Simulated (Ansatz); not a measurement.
# CdH+: up Jacob's ladder to CCSD(T)

An exercise on one series of results from a longer session: the logs are not shown, and one member is left open.

Method: functionals in def2-TZVPP, the program's frozen cores in correlated methods; program: Ansatz 0.2.0, Gaussian basis.

Levels to be run: LDA (SPW92), PBE-D4, revPBE-D4, BLYP-D4, r2SCAN-D4, B97M-V, PBE0-D4, B3LYP-D4, r2SCANh-D4, r2SCAN0-D4, HSE06-D4, BHLYP-D4, CAM-B3LYP-D4, LC-ωPBE, ωB97X-V, ωB97M-V, B2PLYP, PBE-QIDH; CCSD(T)/def2-SVP; CCSD(T)/def2-TZVPP; CCSD(T)/def2-QZVPP; extrapolation to the limit; RPA on PBE.

## The geometry

All runs share one geometry, relaxed beforehand with PBE0-D4 in a triple-zeta def2 set. Cd takes the def2 core potential; no spin-orbit term is included.

SMILES `[CdH+]`, 2 atoms, charge 1, spin multiplicity 1.

Atoms are counted from 1 here; the program's logs count them from 0.

Bond lengths: Cd1–H2 1.663 Å.

Set-up of the first run:

Input file in.yaml:

```yaml
crystal:
  periodic: [false, false, false]
  atoms:
    - {symbol: Cd, position_ang: [0.709717, -0.235579, 0.364075]}
    - {symbol: H, position_ang: [-0.709717, 0.235579, -0.364075]}
basis:
  gaussian: {orbitals: def2-TZVPP}
total_charge: 1
hamiltonian: {xc: lda}
output: {orbitals: {seedname: orbitals}}
```

Launch:

```sh
$ ansatz run in.yaml --threads 2 --pin off --events-out ev --progress --plain --max-ram 32768MiB --backend cpu
```

Among the steps run: LDA; PBE-D4 (GGA); revPBE-D4 (GGA); BLYP-D4 (GGA); r2SCAN-D4 (meta-GGA); B97M-V (meta-GGA); PBE0-D4 (hybrid); B3LYP-D4 (hybrid); r2SCANh-D4 (hybrid); r2SCAN0-D4 (hybrid); HSE06-D4 (hybrid); BHLYP-D4 (hybrid); CAM-B3LYP-D4 (range-separated); LC-ωPBE (range-separated); ωB97X-V (range-separated); ωB97M-V (range-separated); B2PLYP (double hybrid); PBE-QIDH (double hybrid).

One of the session's tables, all rows but one given; the rest of the session is left out.

It belongs to the step «Frontier levels by functional». Levels, from each run's orbital file:

| functional | HOMO (eV) | LUMO (eV) | gap (eV) |
| --- | --- | --- | --- |
| LDA (SPW92) | -15.23 | -11.02 | 4.21 |
| PBE-D4 | -14.94 | -10.80 | 4.14 |
| revPBE-D4 | -14.84 | -10.69 | 4.15 |
| BLYP-D4 | -14.95 | -10.91 | 4.04 |
| r2SCAN-D4 | -15.04 | -10.44 | 4.61 |
| B97M-V | -14.95 | -10.66 | 4.29 |
| PBE0-D4 | ? | ? | ? |
| B3LYP-D4 | -15.79 | -10.27 | 5.53 |
| r2SCANh-D4 | -15.39 | -10.09 | 5.30 |
| r2SCAN0-D4 | -15.91 | -9.57 | 6.34 |
| HSE06-D4 | -15.40 | -10.18 | 5.23 |
| BHLYP-D4 | -16.70 | -9.04 | 7.66 |
| CAM-B3LYP-D4 | -17.22 | -8.96 | 8.26 |
| LC-ωPBE | -18.31 | -7.51 | 10.80 |
| ωB97X-V | -18.02 | -7.69 | 10.33 |
| ωB97M-V | -17.91 | -7.86 | 10.04 |

Estimate the missing values for PBE0-D4.

**Answer.** HOMO (eV): -15.81; LUMO (eV): -9.80; gap (eV): 6.01. In the column «HOMO (eV)» it lies between r2SCAN0-D4 (-15.91) and B3LYP-D4 (-15.79).
